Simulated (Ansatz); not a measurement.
# Be2Se: the cost of one run

Computed with Ansatz 0.2.0 (DFT PBE, scalar-relativistic, plane waves, PAW, unless a step's input says otherwise).

### Step 1. The structure to begin with

The structure is tetragonal, space group P4/mmm (No. 123). Conventional cell: a = 2.855 Å, b = 2.855 Å, c = 10.166 Å, α = 90.00°, β = 90.00°, γ = 90.00°. Around Be (site symmetry 4mm) lie 4 Se at 2.54 Å and 8 Be at 2.76 to 2.85 Å. Around Be (site symmetry 4/mmm) lie 8 Se at 2.62 Å and 4 Be at 2.85 Å. Be (site symmetry 4/mmm) is surrounded by 12 Be at 2.76 to 2.85 Å. Se (site symmetry 4mm) has 8 Be at 2.54 to 2.62 Å and 4 Se at 2.85 Å as nearest neighbours.

As a file:

```cif
data_structure
_symmetry_space_group_name_H-M 'P 1'
_symmetry_Int_Tables_number 1
_cell_length_a 2.8548
_cell_length_b 2.8548
_cell_length_c 10.1662
_cell_angle_alpha 90.000
_cell_angle_beta 90.000
_cell_angle_gamma 90.000
_cell_volume 82.85
loop_
_atom_site_label
_atom_site_type_symbol
_atom_site_fract_x
_atom_site_fract_y
_atom_site_fract_z
_atom_site_occupancy
Be1 Be 0.00000 0.00000 0.81518 1
Be2 Be 0.00000 0.00000 0.18482 1
Be3 Be 0.00000 0.00000 0.50000 1
Be4 Be 0.50000 0.50000 0.00000 1
Se1 Se 0.50000 0.50000 0.33637 1
Se2 Se 0.50000 0.50000 0.66363 1
```

A structure generator made this guess: species swapped into a database cell of ZnPd2 (P4/mmm, No. 123), with Se on the Zn sites and Be on the Pd sites. Its size is a rough estimate.

### Step 2. Probe: one point on a coarse mesh

The input, input.yaml:

```yaml
crystal:
  lattice:
    - [2.85477486, 0.0, 0.0]
    - [0.0, 2.85477486, 0.0]
    - [0.0, 0.0, 10.16619611]
  atoms:
    - { symbol: Be, position: [0.0, 0.0, 0.81517702] }
    - { symbol: Be, position: [0.0, 0.0, 0.18482298] }
    - { symbol: Be, position: [0.0, 0.0, 0.5] }
    - { symbol: Be, position: [0.5, 0.5, 0.0] }
    - { symbol: Se, position: [0.5, 0.5, 0.33637327] }
    - { symbol: Se, position: [0.5, 0.5, 0.66362673] }
basis:
  ecutwfc: 420
kpoints:
  mp_grid: { grid: [6, 6, 2] }
hamiltonian:
  xc: pbe
scf:
  occupations: { method: gaussian, width: 0.1 }
  lower_state_search: "off"
output:
  forces: true
  stress: true
  eigenvalues: true
```

Launch:

```console
$ ansatz run input.yaml --threads 1 --pin off --max-ram 2560MiB --backend cpu --events-out ev --progress --plain --runs-dir out
```

Q: Estimate wall time and peak memory on 1 thread of AMD EPYC 7R43 (Zen 3), shared host.

About 1.7 s, with a peak of 0.4 GiB.
